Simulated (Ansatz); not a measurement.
# C2H6BCl3S: the cost of one run

Method: the settings change from run to run; program: Ansatz 0.2.0, Gaussian basis.

**1. The geometry**

An earlier PBE0-D4 in a triple-zeta def2 set relaxation fixed the geometry.

SMILES `C[S+](C)[B-](Cl)(Cl)Cl`, 13 atoms, charge 0, spin multiplicity 1.

Atoms are counted from 1 here; the program's logs count them from 0.

Bond lengths: C1–S2 1.788 Å, C1–H8 1.090 Å, C1–H9 1.089 Å, C1–H10 1.089 Å, S2–C3 1.788 Å, S2–B4 1.999 Å, C3–H11 1.089 Å, C3–H12 1.089 Å, C3–H13 1.090 Å, B4–Cl5 1.820 Å, B4–Cl6 1.820 Å, B4–Cl7 1.823 Å. Angles: S2–C1–H8 109.6°, S2–C1–H9 106.6°, S2–C1–H10 108.8°, H8–C1–H9 110.0°, H8–C1–H10 111.5°, H9–C1–H10 110.1°, C1–S2–C3 101.2°, C1–S2–B4 103.3°, C3–S2–B4 103.3°, S2–C3–H11 106.6°, S2–C3–H12 108.8°, S2–C3–H13 109.6°, H11–C3–H12 110.1°, H11–C3–H13 110.0°, H12–C3–H13 111.5°, S2–B4–Cl5 103.1°, S2–B4–Cl6 103.1°, S2–B4–Cl7 108.6° and more.

**2. r2SCANh/def2-TZVPD**

This run has multiplicity 3.

File in.yaml:

```yaml
crystal:
  periodic: [false, false, false]
  atoms:
    - {symbol: C, position_ang: [-0.939763, -0.453508, 1.282565]}
    - {symbol: S, position_ang: [0.524637, 0.309744, 0.597061]}
    - {symbol: C, position_ang: [1.235859, -1.056500, -0.310946]}
    - {symbol: B, position_ang: [-0.201606, 1.491620, -0.841753]}
    - {symbol: Cl, position_ang: [1.298940, 2.099214, -1.672718]}
    - {symbol: Cl, position_ang: [-1.107560, 2.765762, 0.089440]}
    - {symbol: Cl, position_ang: [-1.273084, 0.493345, -1.927413]}
    - {symbol: H, position_ang: [-1.534355, -0.890335, 0.480701]}
    - {symbol: H, position_ang: [-1.502458, 0.337998, 1.775364]}
    - {symbol: H, position_ang: [-0.635899, -1.205036, 2.010231]}
    - {symbol: H, position_ang: [2.089845, -0.657598, -0.856426]}
    - {symbol: H, position_ang: [1.566004, -1.814963, 0.397833]}
    - {symbol: H, position_ang: [0.500040, -1.454542, -1.009137]}
basis:
  gaussian: {orbitals: def2-TZVPD}
magnetization: {spin_polarized: true, initial_magnetization: 2}
hamiltonian: {xc: {name: r2SCANh}}
output: {forces: true}
```

Launch:

```bash
ansatz run in.yaml --threads 4 --pin off --events-out ev --progress --plain --max-ram 11315MiB
```

**Question.** How long does this run take on 4 threads of Intel Xeon Platinum 8259CL at 2.50GHz, shared host, and how much memory does it need?

About 6.8 min, with a peak of 3.5 GiB.
